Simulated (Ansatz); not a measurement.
**Ba3Sr: densities and their differences**

Aim: see in Ba3Sr how the density differs from that of free atoms, which states sit where, how charge passes between sublattices, how the density follows a moved atom and where an added electron goes. The geometry is as listed and is not relaxed.

Program: Ansatz 0.2.0. Level of theory: DFT PBEsol, scalar-relativistic, plane waves, PAW. These are calculated values, not measurements.

## (1) The structure to begin with

Symmetry: Fm-3m, No. 225, cubic system. Conventional cell: a = 10.026 Å, b = 10.026 Å, c = 10.026 Å, α = 90.00°, β = 90.00°, γ = 90.00°. Around Ba (site symmetry -43m) lie 4 Ba at 4.34 Å and 4 Sr at 4.34 Å. Ba (site symmetry m-3m) is surrounded by 8 Ba at 4.34 Å. Sr (site symmetry m-3m) is surrounded by 8 Ba at 4.34 Å.

As a file:

```xyz
4
Lattice="0.0000 5.0128 5.0128 5.0128 0.0000 5.0128 5.0128 5.0128 0.0000" Properties=species:S:1:pos:R:3 pbc="T T T"
Ba    2.5064    2.5064    2.5064
Ba    7.5192    7.5192    7.5192
Ba    5.0128    5.0128    5.0128
Sr    0.0000    0.0000    0.0000
```

The structure comes from the Materials Project (structure only).

## (2) Self-consistent density

File input.yaml:

```yaml
crystal:
  lattice:
    - [0.0, 5.01282112, 5.01282112]
    - [5.01282112, 0.0, 5.01282112]
    - [5.01282112, 5.01282112, 0.0]
  atoms:
    - { symbol: Ba, position: [0.25, 0.25, 0.25] }
    - { symbol: Ba, position: [0.75, 0.75, 0.75] }
    - { symbol: Ba, position: [0.5, 0.5, 0.5] }
    - { symbol: Sr, position: [0.0, 0.0, 0.0] }
basis:
  ecutwfc: 420
  fft_grid_basis: typed
kpoints:
  mp_grid: { grid: [6, 6, 6] }
hamiltonian:
  xc: pbesol
scf:
  occupations: { method: gaussian, width: 0.05 }
output:
  forces: true
  stress: true
  eigenvalues: true
  bader: true
  write_density: true
  volumetric_format: npy
  elf: true
```

On the command line:

```
ansatz run input.yaml --threads 1 --pin off --max-ram 2560MiB --backend cpu --events-out ev --progress --plain --runs-dir out
```

## (4) Energy-resolved densities and projections

The windows are set from the levels of the base run, in eV from its Fermi level.

Changes to input.yaml since step 2:

```diff
@@ -19,9 +19,25 @@
   occupations: { method: gaussian, width: 0.05 }
+  n_extra_bands: 6
 output:
   forces: true
-  stress: true
+  stress: false
   eigenvalues: true
-  bader: true
-  write_density: true
+  bader: false
+  write_density: false
   volumetric_format: npy
-  elf: true
+  band_densities:
+    - { e_range: [-0.25, 0.25] }
+    - { e_range: [-1.2, 0.0] }
+    - { e_range: [-14.21, -13.82] }
+    - { e_range: [-18.57, -18.51] }
+  dos:
+    e_range: [-30, 8]
+    de: 0.02
+    method: { smearing: { sigma: 0.03, scheme: gaussian } }
+    projected: { site_lists: { Ba: [Ba], Sr: [Sr] } }
+checkpoint:
+  read: start.run
+  write: ck
+  compress: false
+  write_wavefunctions: false
+  write_every: 100000
```

## (5) The crystal without its Sr atoms

The atoms left keep their places in the same cell.

Changes to input.yaml since step 2:

```diff
@@ -9,3 +9,2 @@
     - { symbol: Ba, position: [0.5, 0.5, 0.5] }
-    - { symbol: Sr, position: [0.0, 0.0, 0.0] }
 basis:
@@ -18,3 +17,3 @@
 scf:
-  occupations: { method: gaussian, width: 0.05 }
+  occupations: { method: gaussian, width: 0.1 }
 output:
@@ -26,2 +25 @@
   volumetric_format: npy
-  elf: true
```

## (6) The Sr sublattice alone

The atoms left keep their places in the same cell.

File input.yaml:

```yaml
crystal:
  lattice:
    - [0.0, 5.01282112, 5.01282112]
    - [5.01282112, 0.0, 5.01282112]
    - [5.01282112, 5.01282112, 0.0]
  atoms:
    - { symbol: Sr, position: [0.0, 0.0, 0.0] }
basis:
  ecutwfc: 420
  fft_grid_basis: typed
kpoints:
  mp_grid: { grid: [6, 6, 6] }
hamiltonian:
  xc: pbesol
scf:
  occupations: { method: gaussian, width: 0.1 }
output:
  forces: true
  stress: true
  eigenvalues: true
  bader: true
  write_density: true
  volumetric_format: npy
```

## (7) Moving Ba1 by 0.10 Å

The shift is (-0.066, -0.041, 0.063) Å; all periodic copies of the atom move with it.

Changes to input.yaml since step 2:

```diff
@@ -6,3 +6,3 @@
   atoms:
-    - { symbol: Ba, position: [0.25, 0.25, 0.25] }
+    - { symbol: Ba, position: [0.2587413207, 0.2538525432, 0.2330400243] }
     - { symbol: Ba, position: [0.75, 0.75, 0.75] }
@@ -26,2 +26 @@
   volumetric_format: npy
-  elf: true
```

## (8) Adding 0.25 electron a cell

A uniform background keeps the cell neutral, and the atoms stay fixed.

Changes to input.yaml since step 2:

```diff
@@ -10,2 +10,3 @@
     - { symbol: Sr, position: [0.0, 0.0, 0.0] }
+total_charge: -0.25
 basis:
@@ -26,2 +27 @@
   volumetric_format: npy
-  elf: true
```

(Steps that only read results are left out.)

**Question.** What will these runs give? Wanted: gap on the mesh; pressure; Bader charges; the states at the Fermi level; stiffness against the shift of Ba1.

The runs gave:

| quantity | value |
| --- | --- |
| gap on the mesh | none (metal) |
| pressure | -0.9 GPa |
| Bader charges | Ba -0.01 to +0.10, Sr -0.18 e |
| the states at the Fermi level | Ba 6s (90 %) |
| stiffness against the shift of Ba1 | 1.3 eV/Å² |

In words: In space (atomic cells sized by Bader volumes, not orbital character) the change of density that the added electron brings, screening included, divides as Ba about 75 % and Sr about 25 %; this need not match the band edge's orbital character.

These are semilocal Kohn-Sham gaps, which aren't the measured quantity. Such gaps usually fall short of the measured ones.
